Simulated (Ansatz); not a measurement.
# In11P11 wurtzite off sphere (In11P11H28): structure and electronic state

What does In11P11 wurtzite off sphere (In11P11H28) look like as a singlet, and where do its frontier electrons sit?

Method: RKS PBE0-D4/def2-SVP; program: Ansatz 0.2.0, Gaussian basis.

The runs, in order: relaxation at PBE-D4/def2-SVP; a single point at PBE0-D4/def2-SVP.

1 further run of the same task is left out (set aside as unsound or not needed).

### Step 1. The starting structure

50 atoms, charge 0, spin multiplicity 1.

Atoms are counted from 1 here; the program's logs count them from 0.

Bond lengths: In1–P2 2.636 Å, In1–P5 2.566 Å, In1–H23 1.701 Å, In1–H24 1.704 Å, P2–In7 2.634 Å, P2–H25 1.388 Å, P2–H26 1.389 Å, In3–P4 2.660 Å, In3–P5 2.537 Å, In3–P14 2.669 Å, In3–H27 1.734 Å, P4–In9 2.659 Å, P4–H28 1.397 Å, P4–H29 1.391 Å, P5–In6 2.591 Å, P5–In15 2.597 Å, In6–P8 2.640 Å, In6–P10 2.590 Å and more. Angles: P2–In1–P5 95.1°, P2–In1–H23 108.4°, P2–In1–H24 108.9°, P5–In1–H23 108.3°, P5–In1–H24 106.5°, H23–In1–H24 125.4°, In1–P2–In7 126.2°, In1–P2–H25 109.9°, In1–P2–H26 110.9°, In7–P2–H25 104.5°, In7–P2–H26 105.9°, H25–P2–H26 94.7°, P4–In3–P5 101.5°, P4–In3–P14 98.0°, P4–In3–H27 115.9°, P5–In3–P14 102.9°, P5–In3–H27 119.1°, P14–In3–H27 116.4° and more.

In takes a core potential in the def2 sets. No spin-orbit coupling is included.

The start is a GFN2-xTB geometry.

### Step 2. Relaxation at PBE-D4/def2-SVP

Input file in.yaml:

```yaml
crystal:
  periodic: [false, false, false]
  atoms:
    - {symbol: In, position_ang: [0.325440, -4.763970, -0.178320]}
    - {symbol: P, position_ang: [0.459520, -4.477620, 2.438900]}
    - {symbol: In, position_ang: [0.419990, -2.507560, -3.213470]}
    - {symbol: P, position_ang: [-1.597030, -0.920870, -3.914430]}
    - {symbol: P, position_ang: [0.410410, -2.251250, -0.689020]}
    - {symbol: In, position_ang: [-1.713580, -0.985200, 0.084320]}
    - {symbol: In, position_ang: [0.497210, -2.195920, 3.753860]}
    - {symbol: P, position_ang: [-1.467620, -0.845180, 2.709500]}
    - {symbol: In, position_ang: [-1.963500, 1.617330, -3.213640]}
    - {symbol: P, position_ang: [-1.741880, 1.486320, -0.688920]}
    - {symbol: In, position_ang: [-3.966060, 2.658660, -0.175750]}
    - {symbol: In, position_ang: [-1.646630, 1.532220, 3.754580]}
    - {symbol: P, position_ang: [-3.645010, 2.634890, 2.441220]}
    - {symbol: P, position_ang: [2.423760, -0.913010, -3.967100]}
    - {symbol: In, position_ang: [2.596840, -1.125030, 0.145640]}
    - {symbol: P, position_ang: [2.456560, -0.840430, 2.720390]}
    - {symbol: In, position_ang: [2.804210, 1.621420, -3.242330]}
    - {symbol: P, position_ang: [0.418040, 2.556000, -3.968200]}
    - {symbol: P, position_ang: [2.339110, 1.352470, -0.728700]}
    - {symbol: In, position_ang: [0.326220, 2.816990, 0.145130]}
    - {symbol: In, position_ang: [2.772060, 1.597570, 3.622470]}
    - {symbol: P, position_ang: [0.507190, 2.552280, 2.719550]}
    - {symbol: H, position_ang: [-1.226080, -5.336470, -0.576660]}
    - {symbol: H, position_ang: [1.794360, -5.420530, -0.738510]}
    - {symbol: H, position_ang: [-0.548210, -5.213100, 3.047050]}
    - {symbol: H, position_ang: [1.492540, -5.239900, 2.968280]}
    - {symbol: H, position_ang: [0.403620, -4.100050, -3.898170]}
    - {symbol: H, position_ang: [-2.577950, -1.487980, -3.097590]}
    - {symbol: H, position_ang: [-2.219920, -1.279490, -5.105710]}
    - {symbol: H, position_ang: [-3.150640, -1.814900, -0.457110]}
    - {symbol: H, position_ang: [0.462680, -2.436390, 5.466070]}
    - {symbol: H, position_ang: [-2.616290, -1.503290, 3.158940]}
    - {symbol: H, position_ang: [-3.349680, 2.402080, -3.898290]}
    - {symbol: H, position_ang: [-5.232780, 1.594750, -0.570370]}
    - {symbol: H, position_ang: [-3.809060, 4.260150, -0.735260]}
    - {symbol: H, position_ang: [-1.870700, 1.619450, 5.466000]}
    - {symbol: H, position_ang: [-4.779550, 2.118440, 3.050520]}
    - {symbol: H, position_ang: [-3.800340, 3.907670, 2.973560]}
    - {symbol: H, position_ang: [3.020360, -1.268330, -5.172960]}
    - {symbol: H, position_ang: [3.427620, -1.481450, -3.179980]}
    - {symbol: H, position_ang: [3.991120, -1.895470, -0.571850]}
    - {symbol: H, position_ang: [3.593780, -1.545350, 3.117640]}
    - {symbol: H, position_ang: [4.185110, 2.420840, -3.937960]}
    - {symbol: H, position_ang: [0.411440, 3.244570, -5.177100]}
    - {symbol: H, position_ang: [0.427680, 3.713720, -3.187230]}
    - {symbol: H, position_ang: [3.437110, 1.984480, -0.141650]}
    - {symbol: H, position_ang: [0.353670, 4.410070, -0.571190]}
    - {symbol: H, position_ang: [2.639040, 1.521830, 5.325190]}
    - {symbol: H, position_ang: [4.060530, 2.336170, 2.770130]}
    - {symbol: H, position_ang: [0.465290, 3.888360, 3.118470]}
basis:
  gaussian: {orbitals: def2-SVP, fitting: {mean_field: def2-universal-jkfit}}
hamiltonian: {xc: pbe, dispersion: d4}
scf: {lower_state_search: "off"}
output: {orbitals: {seedname: orbitals}}
relax: {f_tol: 0.03, max_steps: 70}
```

Run with:

```bash
> ansatz run in.yaml --threads 4 --pin off --events-out ev --progress --plain --max-ram 66560MiB --backend cuda --devices 0, --max-vram 37GiB
```

Further steps of the session: Single point, PBE0-D4/def2-SVP.

**Question.** What will the summary of the whole plan be? Wanted: point group; commonest bond, hydrogen aside; HOMO, LUMO at PBE0-D4/def2-SVP; dipole at PBE-D4/def2-SVP.

As calculated:

```
                      quantity                            value
                   point group                               Cs
commonest bond, hydrogen aside  In–P, 30 of mean length 2.604 Å
HOMO, LUMO at PBE0-D4/def2-SVP                  -6.55, -1.40 eV
     dipole at PBE-D4/def2-SVP                           4.89 D
```

What this shows: The molecule keeps its bonding pattern by the stored test; the atoms moved 0.25 Å (rms). No usable vibrations, so a minimum isn't proven. The HOMO lies nearest to P5, P10 about 21 % each; P19 7 % and the LUMO to In17 14 %; H43 7 %. Whether this spin is the lowest isn't tested here. The point group is read from a loosely relaxed geometry; soft torsions can leave it below the true symmetry.
